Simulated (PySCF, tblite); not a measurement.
# C6H12FO radical: geometry, infrared bands and EPR parameters

What infrared bands and EPR parameters should C6H12FO radical (`CC(C)(C[O])CCF`) show?

Programs: tblite 0.8.0 and PySCF 2.14.0, with density-fitted response routines of our own. Each step states its level of theory. These are calculated values for one molecule in the gas phase, unless marked as measured. Atoms count from 0, in the outputs and in this text.

## (1) The molecule as given

20 atoms, charge 0, multiplicity 2; geometry from: force field or distance geometry start.

Bonds of the start (Å): C0–C1 1.50, C1–C2 1.50, C1–C3 1.51, C3–O4 1.39, C1–C5 1.50, C5–C6 1.49, C6–F7 1.41, C0–H8 1.09, C0–H9 1.13, C0–H10 1.13, C2–H11 1.11, C2–H12 1.11, C2–H13 1.10, C3–H14 1.13, C3–H15 1.07, C5–H16 1.11, C5–H17 1.12, C6–H18 1.11, C6–H19 1.12.

## (2) Relaxing the molecule with GFN2-xTB

What the job is given:

```
{"job": {"kind": "relax", "xc": "GFN2-xTB", "basis": "xTB"}, "charge": 0, "multiplicity": 2}
C     -0.741500    -0.341100     1.353400
C     -0.399900     0.072000    -0.046700
C     -1.401600     1.086100    -0.503100
C     -0.585000    -1.133700    -0.934200
O      0.195300    -2.225800    -0.574500
C      0.959800     0.691700    -0.178300
C      2.109800    -0.165300     0.234600
F      3.282000     0.586000     0.042000
H      0.089600    -0.586500     2.016500
H     -1.337400     0.499000     1.826500
H     -1.471300    -1.205200     1.366600
H     -0.890200     2.062200    -0.639300
H     -1.807300     0.806600    -1.499900
H     -2.203800     1.144200     0.248600
H     -1.655600    -1.439700    -0.726900
H     -0.539100    -0.914700    -1.982100
H      1.089800     0.955900    -1.249900
H      0.998000     1.649100     0.402900
H      2.087000    -0.491600     1.292300
H      2.216200    -1.038500    -0.451500
```

The run is started by

```console
> OMP_NUM_THREADS=1 python probes_run.py task.json out
```

The driver reads the jobs from task.json and runs them one after another.

**Question.** This job is followed by: GFN2-xTB harmonic vibrations, gas phase; UKS B3LYP, pcH-1 on C F H O, non-relativistic, mean-field spin-orbit, GIAO. What will the session give for the following? strongest single infrared mode (GFN2-xTB); zero-point energy (GFN2-xTB); g(iso) (B3LYP); ⟨S²⟩; largest a(iso) (averaged by class); potential on the surface of density 0.002 e/bohr³, 1st and 99th percentile.

As calculated:

| quantity | value |
| --- | --- |
| strongest single infrared mode (GFN2-xTB) | 2235 cm⁻¹, 277 km/mol |
| zero-point energy (GFN2-xTB) | 105.2 kcal/mol |
| g(iso) (B3LYP) | 2.01126 |
| ⟨S²⟩ | 0.755 (exact 0.75) |
| largest a(iso) (averaged by class) | 1H on H14, H15, 102.6 MHz |
| potential on the surface of density 0.002 e/bohr³, 1st and 99th percentile | -1.31 V and 0.98 V |

Over 103 steps the energy fell by 0.968 eV; of the close pairs, C1–C3 changed most, 1.509 to 1.570 Å. All 54 modes are real, so the xTB geometry is a minimum. The strongest single mode, at 2235 cm⁻¹, moves mainly H19. Unscaled tight-binding wavenumbers are off by several per cent, some by more. Its intensities can rank the bands wrongly. Most of the unpaired spin sits on O4 (0.71 e). The isotropic g lies 8.9 ppt above the free-electron value. These values are for one conformer; the search (at its own cheap level) found 2 more, at 0.00, 4.43 kcal/mol (those within 0.05 may be mirror or relabelled copies), and measured spectra average over such forms.
